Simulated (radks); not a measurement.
# Te⁺ in [Kr] 4d10 5s1.5 5p3 6s0.5: an all-electron calculation

One table from this session's results is given with a row withheld; the runs are named, their logs left out.

Program: radks (a radial shooting solver on a logarithmic mesh, Libxc functionals) version 1. Level of theory: Dirac Kohn-Sham, Wu-Cohen GGA, spin-unpolarised, spherical densities, finite nucleus; open shells fill j = l - 1/2 first. These are calculated values, not measurements, unless marked.

### Starting point

* element: tellurium (Z = 52)
* charge: +1
* electrons: 51
* configuration: [Kr] 4d10 5s1.5 5p3 6s0.5
* nuclear rms radius: 4.7423 fm

Set-up of the first run:

Settings of this run:

```text
Z 52
configuration [Kr] 4d10 5s1.5 5p3 6s0.5
relativity Dirac
functional wc,pbe
spin unpolarised
j_filling energy
nucleus finite rms 4.7423 fm
c 137.035999084
```

One table of the session follows, with a row left open; its other results are not shown here.

It belongs to the step «Orbitals and density». From the orbitals of this run (lengths in bohr):

```
level      <r>  outermost maximum (interpolated)  90 % within  nodes
1s1/2  0.02782                            0.0179       0.0500      0
2s1/2   0.1194                             0.102        0.185      1
2p1/2   0.1008                            0.0779        0.165      0
2p3/2        ?                                 ?            ?      ?
3s1/2   0.3220                             0.293        0.474      2
3p1/2   0.3123                             0.279        0.470      1
3p3/2   0.3237                             0.290        0.486      1
3d3/2   0.2947                             0.236        0.464      0
3d5/2   0.2983                             0.239        0.469      0
4s1/2   0.7645                             0.701         1.10      3
4p1/2   0.8012                             0.721         1.17      2
4p3/2   0.8300                             0.746         1.22      2
4d3/2   0.9625                             0.806         1.48      1
4d5/2   0.9746                             0.814         1.49      1
5s1/2    2.003                              1.76         2.91      4
5p1/2    2.351                              2.02         3.47      3
5p3/2    2.443                              2.10         3.60      3
6s1/2    5.224                              4.69         7.54      5
```

Estimate the missing values for 2p3/2.

**Answer.** <r>: 0.1064; outermost maximum (interpolated): 0.0826; 90 % within: 0.173; nodes: 0. In the column «<r>» it lies between 2p1/2 (0.1008) and 2s1/2 (0.1194).
